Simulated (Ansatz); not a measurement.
# SnO2: the cost of one run

Program: Ansatz 0.2.0. Level of theory: DFT LDA, scalar-relativistic, plane waves, PAW. These are calculated values, not measurements.

## (1) The structure to begin with

It takes space group P6_3/mmc (No. 194, hexagonal). Conventional cell: a = 3.231 Å, b = 3.231 Å, c = 10.791 Å, α = 90.00°, β = 90.00°, γ = 120.00°. Sn (site symmetry -3m) has 6 O at 2.12 Å as nearest neighbours. Around O (site symmetry 3m) lie 3 Sn at 2.12 Å.

Coordinates:

```
Sn O
1.0
     3.23058    0.00000    0.00000
    -1.61529    2.79776    0.00000
     0.00000    0.00000   10.79056
Sn O
2 4
Direct
  0.00000 0.00000 0.50000
  0.00000 0.00000 0.00000
  0.66667 0.33333 0.40586
  0.66667 0.33333 0.09414
  0.33333 0.66667 0.59414
  0.33333 0.66667 0.90586
```

Source of the structure: the Materials Project (structure only).

(A quick probe on a coarse mesh, which set the mesh and smearing, is not shown.)

## (3) A loose first relaxation

File input.yaml:

```yaml
crystal:
  lattice:
    - [3.2305756168, 0.0, 0.0]
    - [-1.6152878084, 2.797760553, 0.0]
    - [0.0, 0.0, 10.790562]
  atoms:
    - { symbol: Sn, position: [0.0, 0.0, 0.5] }
    - { symbol: Sn, position: [0.0, 0.0, 0.0] }
    - { symbol: O, position: [0.66666667, 0.33333333, 0.405862] }
    - { symbol: O, position: [0.66666667, 0.33333333, 0.094138] }
    - { symbol: O, position: [0.33333333, 0.66666667, 0.594138] }
    - { symbol: O, position: [0.33333333, 0.66666667, 0.905862] }
basis:
  ecutwfc: 420
kpoints:
  mp_grid: { grid: [6, 6, 2] }
hamiltonian:
  xc: lda
scf:
  occupations: { method: gaussian, width: 0.1 }
output:
  forces: true
  stress: true
  eigenvalues: true
relax:
  adjacent_minimum: "off"
  f_tol: 0.05
  max_steps: 80
  cell: { stress_tol: 0.5 }
```

The run is started by

```sh
$ ansatz run input.yaml --threads 1 --pin off --max-ram 2560MiB --backend cpu --events-out ev --progress --plain --runs-dir out
```

Q: Estimate wall time and peak memory on 1 thread of Arm Neoverse V2, shared host.

About 9.1 s, with a peak of 0.34 GiB.
